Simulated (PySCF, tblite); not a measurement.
**C₄H₉FN₂Si₂: geometry, infrared bands and NMR shifts**

Aim: predict the infrared bands and NMR shifts of C₄H₉FN₂Si₂ (`C[SiH2]c1c(F)cnn1[SiH3]`).

The runs use tblite 0.8.0 and PySCF 2.14.0, with density-fitted response routines of our own; the level of theory stands in each step. All values are computed, except where a source is named. Atoms are numbered from 0 throughout.

**1. Starting geometry**

18 atoms, charge 0, multiplicity 1; geometry from: force field or distance geometry start.

Bonds of the start (Å): C0–Si1 1.85, Si1–C2 1.85, C2–C3 1.37, C3–F4 1.36, C3–C5 1.38, C5–N6 1.35, N6–N7 1.32, N7–Si8 1.78, N7–C2 1.35, C0–H9 1.10, C0–H10 1.11, C0–H11 1.10, Si1–H12 1.48, Si1–H13 1.48, C5–H14 1.09, Si8–H15 1.47, Si8–H16 1.48, Si8–H17 1.47.

**2. Optimising the geometry with GFN2-xTB**

What the job is given:

```
{"job": {"kind": "relax", "xc": "GFN2-xTB", "basis": "xTB"}, "charge": 0, "multiplicity": 1}
C     -2.453100    -0.368100    -0.552900
Si    -1.246900    -0.605400     0.827400
C      0.470900    -0.528300     0.151800
C      1.198100    -1.613400    -0.257500
F      0.853800    -2.924500    -0.215200
C      2.409900    -1.139500    -0.706200
N      2.366100     0.203100    -0.569600
N      1.207300     0.583900    -0.052500
Si     0.777400     2.277500     0.268700
H     -2.930200    -1.336100    -0.746400
H     -3.184700     0.390200    -0.190800
H     -1.877700    -0.038100    -1.429200
H     -1.425200    -1.909400     1.510100
H     -1.371000     0.477400     1.824700
H      3.256000    -1.713500    -1.097600
H      1.954000     3.157500     0.163500
H     -0.329600     2.732500    -0.604500
H      0.316000     2.360600     1.664700
```

Command:

```bash
$ OMP_NUM_THREADS=1 python probes_run.py task.json out
```

The driver reads the jobs from task.json and runs them one after another.

**Question.** This job is followed by: GFN2-xTB harmonic vibrations, gas phase; GIAO PBE0/pcSseg-1 NMR shielding, non-relativistic, gas phase. What will the session give for the following? strongest single infrared mode (GFN2-xTB); zero-point energy (GFN2-xTB); ¹³C shifts against TMS (PBE0/pcSseg-1); ¹H shifts against TMS (PBE0/pcSseg-1, means over atoms taken as alike); ²⁹Si shifts against TMS (PBE0/pcSseg-1); ¹⁹F shifts against CFCl3 (PBE0/pcSseg-1); ¹⁵N shifts against NH3 (PBE0/pcSseg-1); surface potential, 1st and 99th percentile.

**Answer**, as computed:

```
                                                              quantity                          value
                             strongest single infrared mode (GFN2-xTB)          2262 cm⁻¹, 326 km/mol
                                          zero-point energy (GFN2-xTB)                  74.1 kcal/mol
                                ¹³C shifts against TMS (PBE0/pcSseg-1)  170.9, 134.8, 130.7, -4.3 ppm
¹H shifts against TMS (PBE0/pcSseg-1, means over atoms taken as alike)     7.69, 5.30, 4.85, 0.40 ppm
                               ²⁹Si shifts against TMS (PBE0/pcSseg-1)               -42.9, -64.4 ppm
                              ¹⁹F shifts against CFCl3 (PBE0/pcSseg-1)                     -179.3 ppm
                                ¹⁵N shifts against NH3 (PBE0/pcSseg-1)               375.0, 220.3 ppm
                                 surface potential, 1st and 99th percentile             -1.44 V and 1.48 V
```

In words: Over 112 steps the energy fell by 0.487 eV; of the close pairs, C0–Si1 changed most, 1.848 to 1.899 Å. All 48 modes are real, so the xTB geometry is a minimum. The strongest single mode, at 2262 cm⁻¹, moves mainly H12. Unscaled tight-binding wavenumbers are off by several per cent, some by more. Its intensities can rank the bands wrongly. H14 (hydrogen on an aromatic CH next to a ring nitrogen) lies farthest downfield among hydrogen, at 7.69 ppm; aromatic region. At PBE0/pcSseg-1: Shielding is most anisotropic at N6 (span 520 ppm, paramagnetic term -430 ppm). NICS(1)zz of -29 ppm above the planar ring from C2 marks a diatropic (aromatic) ring current. By nearest atom (PBE0/pcSseg-1), the HOMO sits on C2, C3 about 27 % each; N6 17 % and the LUMO on N6 20 %; C2 19 %.
